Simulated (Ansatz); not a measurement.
**VBiO4 in Ansatz: the effect of fixed moment**

The system is VBiO4.

```xyz
12
Lattice="-3.6515 3.6515 3.2920 3.6515 -3.6515 3.2920 3.6515 3.6515 -3.2920" Properties=species:S:1:pos:R:3 pbc="T T T"
Bi    0.0000    0.0000    0.0000
Bi    0.0000    3.6515    1.6460
V     3.6515    0.0000    1.6460
V     0.0000    0.0000    3.2920
O     2.3516    3.6515    1.0995
O     3.6515   -1.2999    2.7455
O     1.2999    0.0000    4.3915
O     3.6515    1.2999    2.7455
O     2.3516    0.0000    0.5465
O     0.0000    1.2999    2.1925
O     4.9514    0.0000    0.5465
O     3.6515    2.3516   -1.0995
```

Measurements of this composition are mostly on another form, of space group No. 15.

Alike in all runs:

```yaml
Program: Ansatz 0.2.0
Task: single point
Functional: PBEsol
Potentials_or_basis: Ansatz PAW
Cutoff: "420 eV (not typed: the program's choice for these potentials)"
k_mesh: 5 × 5 × 5
Occupations: fermi-dirac, width 0.05 eV
```

| fixed moment | spin | starting moments | energy over the lowest run (meV/atom) | pressure (GPa) | largest force (eV/Å) |
| --- | --- | --- | --- | --- | --- |
| 0 | collinear spin, program default start | - | 0.0 | -1.6 | 0.86 |
| 1 | collinear spin, ferromagnetic start | [0.0, 0.0, 0.5, 0.5, 0.0, 0.0, 0.0, 0.0, 0.0, 0.0, 0.0, 0.0] μB | 128.4 | -0.9 | 1.31 |
| 2 | collinear spin, ferromagnetic start | [0.0, 0.0, 1.0, 1.0, 0.0, 0.0, 0.0, 0.0, 0.0, 0.0, 0.0, 0.0] μB | 277.1 | 0.6 | 1.76 |
| 3 | collinear spin, ferromagnetic start | [0.0, 0.0, 1.5, 1.5, 0.0, 0.0, 0.0, 0.0, 0.0, 0.0, 0.0, 0.0] μB | 438.9 | 2.5 | 2.23 |
| 4 | collinear spin, ferromagnetic start | [0.0, 0.0, 2.0, 2.0, 0.0, 0.0, 0.0, 0.0, 0.0, 0.0, 0.0, 0.0] μB | 610.1 | 4.5 | 2.69 |
| 5 | collinear spin, ferromagnetic start | [0.0, 0.0, 2.5, 2.5, 0.0, 0.0, 0.0, 0.0, 0.0, 0.0, 0.0, 0.0] μB | ? | ? | ? |
| 6 | collinear spin, ferromagnetic start | [0.0, 0.0, 3.0, 3.0, 0.0, 0.0, 0.0, 0.0, 0.0, 0.0, 0.0, 0.0] μB | 981.9 | 9.3 | 3.55 |
| 8 | collinear spin, ferromagnetic start | [0.0, 0.0, 4.0, 4.0, 0.0, 0.0, 0.0, 0.0, 0.0, 0.0, 0.0, 0.0] μB | 1395.1 | 14.9 | 4.17 |

**Question.** What does the run with fixed moment 5 give?

**Answer.** Energy over the lowest run 790.9 meV/atom; pressure 6.8 GPa; largest force 3.13 eV/Å.

Worked out: A parabola through the other rows of the energy over the lowest run, of slope 186 meV/atom per unit of fixed moment there, gives 788.5 meV/atom, against the run's 790.9. A parabola through the other rows of the pressure, of slope 2.37 GPa per unit of fixed moment there, gives 6.7 GPa, against the run's 6.8. A parabola through the other rows of the largest force, of slope 0.401 eV/Å per unit of fixed moment there, gives 3.10 eV/Å, against the run's 3.13.

Caveats: the total moment is fixed, so each spin has its own Fermi level; the PAW data sets come from PBE, with cores solved anew for the run's functional, which leaves a small shift of forces and pressure; the thresholds are loose for stress; forces of over 1 eV/Å show positions far from the minimum, so gaps and moduli don't describe the material at rest (some runs).
